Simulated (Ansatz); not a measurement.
Run this with Ansatz's Python interface and show what comes out.

Input file `albclfh2ssi.xyz`:
```text
8

F    -2.81900   -1.23110    1.42080
B    -1.43760   -1.01620    1.43550
Cl   -0.48280   -1.68310    2.82840
Al   -0.41010   -0.00330   -0.10320
Si    1.41830    0.83490   -1.18240
S    -0.48130    1.14030   -2.09970
H     2.29250   -0.16830   -1.80530
H     2.01220    2.06980   -0.55000
```

`freq_albclfh2ssi.py`:
```python
'''Vibrations of AlBClFH2SSi.'''

import itertools

import ansatz as az
from ase import Atoms
from ase.data import atomic_numbers, covalent_radii
from ase.thermochemistry import IdealGasThermo
import numpy as np

system = az.Crystal.molecule_from_extxyz('albclfh2ssi.xyz')

job = (
    system.calculation()
    .basis(gaussian='def2-SVP')
    .functional('PBE')
    .accuracy('medium')  # preset for grids and thresholds
)
symbols = [site.symbol for site in system.cartesian_sites]
start = np.array([site.position_ang for site in system.cartesian_sites], dtype=float)
summary = job.relax(force_tolerance=0.003, max_steps=100).run().report
end = np.array(summary['positions_ang'])

# pairs closer than 1.2 times the sum of covalent radii, before or after
radius = [covalent_radii[atomic_numbers[s]] for s in symbols]
span = lambda where, i, j: np.linalg.norm(where[i] - where[j])
bonded = [(i, j) for i, j in itertools.combinations(range(len(symbols)), 2) if min(span(start, i, j), span(end, i, j)) < 1.2 * (radius[i] + radius[j])]
print('pair        before    after (A)')
for i, j in bonded:
    print(f'{symbols[i]}{i}-{symbols[j]}{j}'.ljust(10), f'{span(start, i, j):8.4f} {span(end, i, j):8.4f}')

# frequencies need a stationary point, so they are taken at the relaxed geometry
minimum = az.Crystal.molecule()
for symbol, place in zip(symbols, end):
    minimum = minimum.atom(symbol, place.tolist())
vibrating = (
    minimum.calculation()
    .basis(gaussian='def2-SVP')  # atom-centred Gaussian functions
    .functional('PBE')
    .accuracy('medium')  # preset for grids and thresholds
    .phonons(temperatures=(298.15, 498.15, 100))
)
vib = vibrating.run().report['vibrations']
sums = vib['harmonic_sums']
modes = [m['omega_inv_cm'] for m in sums['modes_at_gamma'] if m['rigid_motion'] == 'no']
for number, w in enumerate(modes, start=1):
    print(f'mode {number:2d} {w:9.1f} 1/cm {w / 8065.544 * 1000:8.2f} meV')
print('imaginary modes:', sum(w < 0 for w in modes), ' zero-point energy:', round(sums['zero_point_energy_ev'], 4), 'eV')
# rigid rotor and ideal gas, symmetry number taken as one
gas = IdealGasThermo(vib_energies=[w / 8065.544 for w in modes if w > 0], geometry='linear' if len(modes) == 3 * len(symbols) - 5 else 'nonlinear',
                     atoms=Atoms(symbols, positions=end), symmetrynumber=1, spin=0.0)
print(f'H(298 K) - E = {gas.get_enthalpy(298.15, verbose=False):.4f} eV')
print(f'S(298 K, 1 bar) = {96485.33 * gas.get_entropy(298.15, 1e5, verbose=False):.1f} J/(mol K) with symmetry number 1')

# all hydrogen replaced by deuterium
heavier = vibrating.phonons(masses={'H': 2.014102}).run().report['vibrations']['harmonic_sums']
print('deuterated (1/cm):', ' '.join(f'{m["omega_inv_cm"]:.0f}' for m in heavier['modes_at_gamma'] if m['rigid_motion'] == 'no'))
print('zero-point energy falls by', round(sums['zero_point_energy_ev'] - heavier['zero_point_energy_ev'], 4), 'eV')
```

```console
$ python freq_albclfh2ssi.py
pair        before    after (A)
F0-B1        1.3981   1.3274
B1-Cl2       1.8156   1.7707
B1-Al3       2.1093   2.1280
Al3-Si4      2.2826   2.3500
Al3-S5       2.3019   2.2064
Si4-S5       2.1315   2.2313
Si4-H6       1.4692   1.5058
Si4-H7       1.5092   1.5057
mode  1      26.3 1/cm     3.26 meV
mode  2      49.4 1/cm     6.12 meV
mode  3      66.4 1/cm     8.23 meV
mode  4     175.1 1/cm    21.71 meV
mode  5     226.9 1/cm    28.14 meV
mode  6     355.2 1/cm    44.04 meV
mode  7     381.7 1/cm    47.33 meV
mode  8     409.1 1/cm    50.73 meV
mode  9     419.7 1/cm    52.03 meV
mode 10     458.3 1/cm    56.83 meV
mode 11     575.0 1/cm    71.29 meV
mode 12     582.1 1/cm    72.17 meV
mode 13     639.5 1/cm    79.29 meV
mode 14     868.8 1/cm   107.71 meV
mode 15     913.2 1/cm   113.23 meV
mode 16    1272.0 1/cm   157.70 meV
mode 17    2140.9 1/cm   265.44 meV
mode 18    2157.1 1/cm   267.44 meV
imaginary modes: 0  zero-point energy: 0.7263 eV
H(298 K) - E = 0.9865 eV
S(298 K, 1 bar) = 406.0 J/(mol K) with symmetry number 1
deuterated (1/cm): 26 48 66 171 225 313 340 374 406 420 443 511 577 665 869 1272 1532 1560
zero-point energy falls by 0.1177 eV
```

Caveats:
- These settings explore the input space; basis and method may be short of convergence.
- The frequencies are harmonic and unscaled, in a modest basis. The result belongs to the one conformer reached from this start, and soft torsions count as harmonic oscillators.
- The entropy takes a symmetry number of 1; a symmetric molecule's is lower by R ln(sigma).
- It ran for 6.4 min on 1 thread of Arm Neoverse V2, on a shared host, peak memory 0.33 GiB.

(A comment or docstring line of the script was reworded after the run, the code is as it ran; lines on the test bed's own set-up are left out of the output.)
